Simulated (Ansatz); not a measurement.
# Zr2Cd: strong compression

The task here is to estimate one member of a computed series from the others.

Method: DFT PBEsol, with the methods named in each step, in Ansatz 0.2.0.

2 further runs of the same task are left out: 2 that didn't finish. Runs told in other sessions of the task aren't counted.

## Starting point

Symmetry: Fmmm, No. 69, orthorhombic system. Conventional cell: a = 4.365 Å, b = 4.377 Å, c = 14.000 Å, α = 90.00°, β = 90.00°, γ = 90.00°. Around Zr (site symmetry mm2) lie 8 Zr at 3.09 to 3.15 Å and 4 Cd at 3.22 Å. Cd (site symmetry mmm) is surrounded by 4 Cd at 3.09 Å and 8 Zr at 3.22 Å.

Structure file:

```
CELL_PARAMETERS angstrom
0.00000 2.18834 6.99984
2.18232 0.00000 6.99984
2.18232 2.18834 0.00000
ATOMIC_POSITIONS crystal
Zr 0.16884 0.16884 0.83116
Zr 0.83116 0.83116 0.16884
Cd 0.50000 0.50000 0.50000
```

Whether this phase is the stable one at these pressures isn't tested.

Atoms are numbered in the order of the input: Zr1, Zr2, Cd3.

Set-up of the first run:

Contents of input.yaml:

```yaml
crystal:
  lattice:
    - [0.0, 2.1883400586, 6.9998424303]
    - [2.182321725, 0.0, 6.9998424303]
    - [2.182321725, 2.1883400586, 0.0]
  atoms:
    - { symbol: Zr, position: [0.16883929, 0.16883929, 0.83116071] }
    - { symbol: Zr, position: [0.83116071, 0.83116071, 0.16883929] }
    - { symbol: Cd, position: [0.5, 0.5, 0.5] }
kpoints:
  mp_grid: { grid: [12, 12, 12] }
  band_path:
    path:
      - [0.0, 0.0, 0.0]
      - [0.5, 0.0, 0.5]
      - [0.5, 0.0256729069, 0.5256729069]
      - [0.5, 0.9743270931, 0.4743270931]
      - [0.5, 0.5, 0.0]
      - [0.9769468671, 0.5, 0.4769468671]
      - [0.0230531329, 0.5, 0.5230531329]
      - [0.0, 0.5, 0.5]
      - [0.2358722558, 0.7358722558, 0.5]
    npoints: 14
scf:
  occupations: { method: fermi_dirac, width: 0.05 }
hamiltonian:
  xc: pbesol
  pseudopotentials: { kind: all_electron, lapw: { basis_error: 0.001 } }
output:
  forces: true
  stress: true
  eigenvalues: true
  populations: true
```

The run is started by

```sh
$ ansatz run input.yaml --threads 1 --pin off --max-ram 3072MiB --backend cpu --events-out ev --progress --plain --runs-dir out
```

Steps of the session up to this table: The reference volume, LAPW; Volume scaled by 1, crystal datasets; Volume scaled by 0.9, LAPW; Volume scaled by 0.75, LAPW; Volume scaled by 0.45, LAPW; Volume scaled by 0.45, crystal datasets.

One table of the session follows, with a row left open; its other results are not shown here.

```
          method  volume over the first  volume (Å³/atom)  pressure (GPa)  largest force (eV/Å)
            LAPW                      1            22.286           -3.63                 0.024
            LAPW                    0.9            20.057            6.98                 0.412
            LAPW                   0.75            16.714           37.88                 1.255
            LAPW                   0.45            10.029          326.35                 1.408
             PAW                      1            22.286           -3.64                 0.026
             PAW                    0.9            20.057            6.97                 0.411
             PAW                   0.75            16.714           37.86                 1.253
             PAW                   0.45            10.029          326.33                 1.415
crystal datasets                      1            22.286           -3.62                 0.024
crystal datasets                   0.45                 ?               ?                     ?
```

Q: Estimate the row for crystal datasets, 0.45 from the others.

**Answer.** volume (Å³/atom): 10.029; pressure (GPa): 326.36; largest force (eV/Å): 1.409.

Caveats from the session: Rows by PAW come from runs of the same series that aren't printed here. Warnings in the runs' records: gradients without spin orbit, crystal datasets made.
